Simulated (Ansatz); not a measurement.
# ZrSc: the cost of one run

Program: Ansatz 0.2.0 through its Python package. Level of theory: DFT r2SCAN, plane waves, PAW. These are calculated values, not measurements.

## 1. The system

The structure is hexagonal, space group P-6m2 (No. 187). The conventional cell has a = 3.283 Å, b = 3.283 Å, c = 5.155 Å, α = 90.00°, β = 90.00°, γ = 120.00°. Zr (site symmetry -6m2) is surrounded by 6 Sc at 3.20 Å and 6 Zr at 3.28 Å. Sc (site symmetry -6m2) has 6 Zr at 3.20 Å and 6 Sc at 3.28 Å as nearest neighbours.

No structure file is read: the coordinates are typed or built in the script.

## 2. The script

kconv_zrsc.py

```python
'''Convergence of ZrSc with the k-point mesh.'''

import warnings

import ansatz
import matplotlib.pyplot as plt

SETTINGS = {
    'functional': 'r2scan',
    'smearing': 'Fermi-Dirac',
    'width_ev': 0.1,
    'scf_tol': 1e-08,
}

warnings.simplefilter('ignore', ansatz.DeckWarning)

lattice = ansatz.Lattice.of(
    [3.28284567, 0.0, 0.0],
    [-1.64142284, 2.84302775, 0.0],
    [0.0, 0.0, 5.15500536],
)
sites = [
    ('Zr', [2 / 3, 1 / 3, 0.0]),
    ('Sc', [0.0, 0.0, 0.5]),
]
system = ansatz.Crystal(lattice=lattice)
for symbol, position in sites:
    system = system.atom(symbol, position)

job = system.calculation()
job = job.functional(SETTINGS['functional'])
job = job.occupations(SETTINGS['smearing'], width=SETTINGS['width_ev'])
job = job.scf(tolerance=SETTINGS['scf_tol'])

rows = []
for value in [(3, 3, 2), (4, 4, 2), (5, 5, 3), (6, 6, 4), (8, 8, 5), (10, 10, 6)]:
    r = job.kpoints(mesh=value).run().report
    rows.append((value, r['free_energy_ev'] / len(r['lattice']['sites']), r['n_iterations'], r['n_kpoints']))

print('        mesh   F/atom (eV)    iterations      k-points')
for row in rows:
    print(f'{str(row[0]):>12s}  {row[1]:12.5f}  {row[2]:12d}  {row[3]:12d}')

# the last row is the reference
for row in rows[:-1]:
    shift = 1000 * (row[1] - rows[-1][1])
    print(f'{row[0]}: {shift:+.2f} meV/atom' + ('  (within 5 meV)' if abs(shift) < 5 else ''))
plt.figure(figsize=(4.5, 3))
plt.plot([str(row[0]) for row in rows], [1000 * (row[1] - rows[-1][1]) for row in rows], 'o-')
plt.xlabel('mesh')
plt.ylabel('F - F(last) (meV/atom)')
plt.tight_layout()
plt.savefig('kconv.png', dpi=100)
```

## 3. What the engine is handed

The engine receives this input (first run):

```yaml
crystal:
  lattice:
    - [3.28284567, 0.0, 0.0]
    - [-1.64142284, 2.84302775, 0.0]
    - [0.0, 0.0, 5.15500536]
  atoms:
    - { symbol: Zr, position: [0.6666666666666666, 0.3333333333333333, 0.0] }
    - { symbol: Sc, position: [0.0, 0.0, 0.5] }
kpoints:
  mp_grid:
    grid: [3, 3, 2]
hamiltonian:
  xc: r2scan
scf:
  convergence:
    dr2_threshold: 1.0e-08
  occupations:
    method: fermi_dirac
    width: 0.1
```

## 4. Running it

Run with:

```bash
$ python kconv_zrsc.py
```

What time and memory should one allow on 1 thread of Arm Neoverse V2, shared host?

About 22 s, with a peak of 0.54 GiB.
